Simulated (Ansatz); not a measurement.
Write a Python script for the Python package of Ansatz (0.2.0) that makes a comparison of enthalpies under pressure of two structures of Zn. Level of theory (first run): LDA, PAW, cutoff 550 eV, 11×11×11 k-points, cold smearing of 0.1 eV.

The script, `zn_transition.py`:
```python
"""Pressure at which two phases of Zn cross."""

import warnings

import ansatz as az
import numpy as np

PHASES = {
    "Fm-3m": (
        [[0.0, 1.964776, 1.964776], [1.964776, 0.0, 1.964776], [1.964776, 1.964776, 0.0]],
        [
            ("Zn", [0.0, 0.0, 0.0]),
        ],
    ),
    "Im-3m": (
        [[-1.569037, 1.569037, 1.569037], [1.569037, -1.569037, 1.569037], [1.569037, 1.569037, -1.569037]],
        [
            ("Zn", [0.0, 0.0, 0.0]),
        ],
    ),
}


def build(vectors, sites):
    crystal = az.Crystal(lattice=az.Lattice.of(vectors))
    for symbol, position in sites:
        crystal = crystal.atom(symbol, position)
    return crystal


def solve(name, crystal, pressure=0.0):
    calc = (
        crystal.calculation()
        .basis(550)
        .functional("lda")
        .kpoints(spacing=0.27)
        .occupations("cold", width=0.1)
    )
    calc = calc.relax(force_tolerance=0.03, max_steps=60, cell=True, pressure=pressure)
    return calc.run(threads=1, backend="cpu")


def volume_per_atom(outcome):
    return abs(np.linalg.det(outcome.lattice.cell_ang)) / len(outcome.lattice.sites)

warnings.simplefilter("ignore")

phases = {name: build(*cell) for name, cell in PHASES.items()}

# H = E + PV, with 1 eV per cubic angstrom equal to 160.2 GPa
pressures = [0, 20, 40, 60]
enthalpy, volume = {name: [] for name in phases}, {name: [] for name in phases}
for p in pressures:
    for name, crystal in phases.items():
        o = solve(name, crystal, pressure=p)
        volume[name].append(volume_per_atom(o))
        enthalpy[name].append(o.report["energy_sigma0_ev"] / len(o.lattice.sites) + p * volume[name][-1] / 160.21766)
gap = np.array(enthalpy["Im-3m"]) - np.array(enthalpy["Fm-3m"])
rows = [(p, va, vb, 1000 * d) for p, va, vb, d in zip(pressures, volume["Fm-3m"], volume["Im-3m"], gap)]
print("   P (GPa)  V Fm-3m (A^3/atom)  V Im-3m (A^3/atom)  H(Im-3m) - H(Fm-3m) (meV/atom)")
for row in rows:
    print(f"{row[0]:10d}  {row[1]:18.3f}  {row[2]:18.3f}  {row[3]:+30.1f}")
crossings = [p0 - g0 * (p1 - p0) / (g1 - g0) for p0, p1, g0, g1 in zip(pressures, pressures[1:], gap, gap[1:]) if g0 * g1 < 0]
print("crossing near", [round(float(p), 1) for p in crossings], "GPa") if crossings else print("no crossing in this range")
```

`python zn_transition.py` gives:
```text
   P (GPa)  V Fm-3m (A^3/atom)  V Im-3m (A^3/atom)  H(Im-3m) - H(Fm-3m) (meV/atom)
         0              13.558              13.612                           +56.6
        20              11.712              11.851                           +73.4
        40              10.778              10.885                           +88.6
        60              10.100              10.215                          +102.8
no crossing in this range
```

Reading the output:
- At a fixed pressure a relaxation lowers the enthalpy F + PV, while F alone can rise.
- For the metals among these phases the mesh is modest: differences between phases can be off by up to 40 meV an atom.
- The cells come from databases of deposited and of computed structures, and not all need be stable phases.
- Only these two structures are compared, at zero temperature and with their symmetry kept; either may be hypothetical, and another phase may be lower than both. Differences under about 40 meV an atom lie within the error of mesh and functional.
- Hardware and time: 35 s on 1 thread of Arm Neoverse V2, with other jobs on the host, peak memory 0.36 GiB.
